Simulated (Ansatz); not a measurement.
# Dy2Be3O: the cost of one run

Computed with Ansatz 0.2.0 (DFT PBE, scalar-relativistic, plane waves, PAW; 4f electrons in the core of a trivalent norm-conserving potential, unless a step's input says otherwise).

## (1) The starting structure

The structure is hexagonal, space group P-62m (No. 189). Conventional cell: a = 5.000 Å, b = 5.000 Å, c = 4.271 Å, α = 90.00°, β = 90.00°, γ = 120.00°. Around Dy (site symmetry -6) lie 6 Be at 2.58 Å and 3 Dy at 2.89 Å and 3 O at 2.89 Å. Be (site symmetry m2m) is surrounded by 4 Be at 2.50 Å and 4 Dy at 2.58 Å and 4 O at 3.23 to 3.34 Å. O (site symmetry -62m) is surrounded by 6 Dy at 2.89 Å and 12 Be at 3.23 to 3.34 Å.

Coordinates:

```
CELL_PARAMETERS angstrom
4.99958 0.00000 0.00000
-2.49979 4.32977 0.00000
0.00000 0.00000 4.27103
ATOMIC_POSITIONS crystal
Dy 0.33333 0.66667 0.00000
Dy 0.66667 0.33333 0.00000
Be 0.48528 0.00000 0.50000
Be 0.00000 0.48528 0.50000
Be 0.51472 0.51472 0.50000
O 0.00000 0.00000 0.00000
```

A structure generator made this guess: random cell by space group and Wyckoff sites (P-62m, No. 189). The dimensions are guesses.

## (2) Probe: one point on a coarse mesh

input.yaml

```yaml
crystal:
  lattice:
    - [4.99958212, 0.0, 0.0]
    - [-2.49979106, 4.32976512, 0.0]
    - [0.0, 0.0, 4.27103088]
  atoms:
    - { symbol: Dy, position: [0.33333333, 0.66666667, 0.0] }
    - { symbol: Dy, position: [0.66666667, 0.33333333, 0.0] }
    - { symbol: Be, position: [0.48527984, 0.0, 0.5] }
    - { symbol: Be, position: [0.0, 0.48527984, 0.5] }
    - { symbol: Be, position: [0.51472016, 0.51472016, 0.5] }
    - { symbol: O, position: [0.0, 0.0, 0.0] }
basis:
  ecutwfc: 630
kpoints:
  mp_grid: { grid: [6, 6, 4] }
hamiltonian:
  xc: pbe
  pseudopotentials:
    kind: paw
    azcp: { Dy: "pseudopotentials/pbe/nc/lanthanide_3plus/Dy.nc.azcp" }
scf:
  occupations: { method: gaussian, width: 0.1 }
  lower_state_search: "off"
output:
  forces: true
  stress: true
  eigenvalues: true
```

Started as:

```console
> ansatz run input.yaml --threads 1 --pin off --max-ram 2560MiB --backend cpu --events-out ev --progress --plain --runs-dir out
```

What time and memory should one allow on 1 thread of Arm Neoverse V1, shared host?

About 11 s, with a peak of 0.34 GiB.
